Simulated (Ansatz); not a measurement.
**GeH5 (doublet): wave-function methods side by side at distance H1–H2 along a hydrogen transfer = 1.094 Å, cc-pVDZ**

Aim: climb from Hartree-Fock through coupled cluster and multireference methods for GeH5 (doublet) at one geometry and basis, and see what each rung misses.

Program: Ansatz 0.2.0, Gaussian basis. Level of theory: cc-pVDZ, core rule «outside noble gas», up to 14 orbitals frozen. These are calculated values, not measurements.

The runs, in order: UHF; CCSD(T) on ROHF; CCSD(T) on UHF; BCCD(T) on ROHF; CISD; CCSDT(Q) on ROHF; CCSDT(Q) on UHF; CASSCF and MRCISD+Q, 3 electrons in 3 orbitals; CASSCF and NEVPT2, 3 electrons in 3 orbitals; CASSCF and MRCISD+Q, 9 electrons in 9 orbitals; CASSCF and NEVPT2, 9 electrons in 9 orbitals.

5 further runs of the same task are left out: 5 that didn't finish.

## 1. What is computed

The geometry derives from fragments relaxed apart (PBE0/def2-TZVP) and kept rigid, so it is no stationary point. A hydrogen atom is moved between rigid fragments. No spin-orbit coupling is included. The filled d shell of Ge may be among the frozen orbitals whatever the setting's name suggests; the logs give the count.

6 atoms, charge 0, spin multiplicity 2.

Atoms are counted from 1 here; the program's logs count them from 0.

Bond lengths: H2–Ge3 1.791 Å, Ge3–H4 1.539 Å, Ge3–H5 1.539 Å, Ge3–H6 1.539 Å. Angles: H2–Ge3–H4 107.7°, H2–Ge3–H5 107.7°, H2–Ge3–H6 107.7°, H4–Ge3–H5 111.2°, H4–Ge3–H6 111.2°, H5–Ge3–H6 111.2°.

## 2. UHF

in.yaml reads:

```yaml
crystal:
  periodic: [false, false, false]
  atoms:
    - {symbol: H, position_ang: [-2.842570, 0.000000, -0.000001]}
    - {symbol: H, position_ang: [-1.748570, 0.000000, -0.000001]}
    - {symbol: Ge, position_ang: [0.042430, 0.000000, 0.000000]}
    - {symbol: H, position_ang: [0.511098, -1.465915, 0.000000]}
    - {symbol: H, position_ang: [0.511099, 0.732957, -1.269519]}
    - {symbol: H, position_ang: [0.511098, 0.732957, 1.269520]}
basis:
  gaussian: {orbitals: cc-pVDZ}
magnetization: {spin_polarized: true, initial_magnetization: 1}
hamiltonian: {xc: hf}
output: {orbitals: {seedname: orbitals}}
```

Run with:

```sh
$ ansatz run in.yaml --threads 1 --pin off --events-out ev --progress --plain --max-ram 2393MiB
```

Further steps of the session: CCSD(T) on ROHF; CCSD(T) on UHF; BCCD(T) on ROHF; CISD; CCSDT(Q) on ROHF; CCSDT(Q) on UHF; CASSCF and MRCISD+Q, 3 electrons in 3 orbitals; CASSCF and NEVPT2, 3 electrons in 3 orbitals; CASSCF and MRCISD+Q, 9 electrons in 9 orbitals; CASSCF and NEVPT2, 9 electrons in 9 orbitals.

Q: Predict the results of all the runs planned. Wanted: UCCSDT(Q) below the RHF energy; RMP2 from UCCSDT(Q); UMP2 from UCCSDT(Q); RCCSD from UCCSDT(Q); RCCSD(T) from UCCSDT(Q); UCCSD(T) from UCCSDT(Q); RCCSDT(Q) from UCCSDT(Q); NEVPT2 pair from UCCSDT(Q); NEVPT2 valence from UCCSDT(Q).

The runs gave:

```
                         quantity                                                                     value
   UCCSDT(Q) below the RHF energy                                                                -4.5840 eV
              RMP2 from UCCSDT(Q)                                                           +24.29 kcal/mol
              UMP2 from UCCSDT(Q)                                                           +24.44 kcal/mol
             RCCSD from UCCSDT(Q)                                                            +2.52 kcal/mol
          RCCSD(T) from UCCSDT(Q)                                                            +0.56 kcal/mol
          UCCSD(T) from UCCSDT(Q)                                                            +0.54 kcal/mol
         RCCSDT(Q) from UCCSDT(Q)                                                            +0.04 kcal/mol
       NEVPT2 pair from UCCSDT(Q)                                                           +21.54 kcal/mol
    NEVPT2 valence from UCCSDT(Q)                                                           +17.75 kcal/mol
  MRCISD+Q valence from UCCSDT(Q)                                                            +0.31 kcal/mol
levels within 1 kcal/mol (43 meV)  RCCSD(T), UCCSD(T), BCCD(T), RCCSDT, UCCSDT, RCCSDT(Q), MRCISD+Q valence
                    T1 diagnostic                                                                     0.028
   effectively unpaired electrons                                                                      1.03
```

RCCSD(T) lands +0.56 kcal/mol from the yardstick (0.5 % of the correlation energy). One determinant dominates. Of the multireference levels listed MRCISD+Q valence comes nearest in total energy (+0.31 kcal/mol), which doesn't show that its space is the better one. These misses are within one basis, not against nature; the frozen cores of restricted and unrestricted runs differ, which can shift their rows.
